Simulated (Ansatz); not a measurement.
# C₂H₄OSi: small, medium and large basis sets

The task here is to estimate one member of a computed series from the others.

Method: one geometry, several basis sets; program: Ansatz 0.2.0, Gaussian basis.

Levels to be run: PBE0-D4/def2-SVP; ωB97M-V/def2-SVP; PBE0-D4/def2-QZVPP; ωB97M-V/def2-QZVPP; the functionals' def2-TZVPP values are taken from earlier runs.

1 further run of the same task is left out (it didn't finish).

## The relaxed structure

An earlier PBE0-D4 in a triple-zeta def2 set relaxation fixed the geometry.

8 atoms, charge 0, spin multiplicity 1.

Atoms are counted from 1 here; the program's logs count them from 0.

Bond lengths: O1–C2 1.296 Å, O1–H5 0.965 Å, C2–C3 1.208 Å, C3–Si4 1.808 Å, Si4–H6 1.485 Å, Si4–H7 1.485 Å, Si4–H8 1.485 Å. Angles: C2–O1–H5 110.6°, O1–C2–C3 176.6°, C2–C3–Si4 179.5°, C3–Si4–H6 110.5°, C3–Si4–H7 109.4°, C3–Si4–H8 110.4°, H6–Si4–H7 108.9°, H6–Si4–H8 108.8°, H7–Si4–H8 108.9°.

Set-up of the first run:

in.yaml reads:

```yaml
crystal:
  periodic: [false, false, false]
  atoms:
    - {symbol: O, position_ang: [2.579205, 0.927888, 0.488065]}
    - {symbol: C, position_ang: [1.380857, 0.489619, 0.263102]}
    - {symbol: C, position_ang: [0.263019, 0.053687, 0.119846]}
    - {symbol: Si, position_ang: [-1.409611, -0.594794, -0.108363]}
    - {symbol: H, position_ang: [2.920823, 1.394385, -0.284736]}
    - {symbol: H, position_ang: [-2.349513, 0.046346, 0.846216]}
    - {symbol: H, position_ang: [-1.863429, -0.311234, -1.494006]}
    - {symbol: H, position_ang: [-1.429252, -2.062997, 0.114176]}
basis:
  gaussian: {orbitals: def2-SVP}
hamiltonian: {xc: pbe0, dispersion: d4}
output: {orbitals: {seedname: orbitals}}
```

Steps of the session up to this table: PBE0-D4 in def2-SVP; ωB97M-V in def2-SVP; PBE0-D4 in def2-QZVPP; ωB97M-V in def2-QZVPP.

One of the session's tables, all rows but one given; the rest of the session is left out.

It belongs to the step «Density functionals: the series». 

| functional | basis | HOMO (eV) | LUMO (eV) |
| --- | --- | --- | --- |
| PBE0-D4 | def2-SVP | -7.25 | 0.46 |
| PBE0-D4 | def2-TZVPP | -7.35 | 0.12 |
| PBE0-D4 | def2-QZVPP | ? | ? |
| ωB97M-V | def2-SVP | -9.43 | 2.40 |
| ωB97M-V | def2-TZVPP | -9.57 | 1.68 |
| ωB97M-V | def2-QZVPP | -9.59 | 0.97 |

Estimate the missing values for PBE0-D4, def2-QZVPP.

As computed: HOMO (eV): -7.37; LUMO (eV): -0.23. In the column «HOMO (eV)» it lies between ωB97M-V, def2-SVP (-9.43) and PBE0-D4, def2-TZVPP (-7.35).
